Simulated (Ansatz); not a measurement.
# FHf: the cost of one run

Computed with Ansatz 0.2.0 (MP2 on unrestricted Hartree-Fock, Gaussian basis def2-TZVPP, and further levels as typed in the inputs, unless a step's input says otherwise).

### Step 1. The structure to begin with

Bond lengths: Hf1–F2 1.850 Å.

Structure file:

```xyz
2

Hf    0.0000    0.0000    0.0000
F     0.0000    0.0000    1.8500
```

### Step 2. Batch of points: FHf

input.yaml reads:

```yaml
magnetization:
  spin_polarized: true
  initial_magnetization: 1
basis:
  gaussian: { orbitals: def2-TZVPP }
hamiltonian:
  xc: hf
correlation:
  method: mp2
batch:
  members: [s0.yaml, s1.yaml, s2.yaml, s3.yaml, s4.yaml, s5.yaml, s6.yaml, s7.yaml, s8.yaml, s9.yaml, s10.yaml]
# s1.yaml, one of 11 members:
crystal:
  periodic: [false, false, false]
  atoms:
    - { symbol: Hf, position_ang: [0.0, 0.0, 0.0] }
    - { symbol: F, position_ang: [0.0, 0.0, 1.71] }
```

Q: Estimate wall time and peak memory on 6 threads of Arm Neoverse N1, shared host.

About 43 s, with a peak of 0.46 GiB.
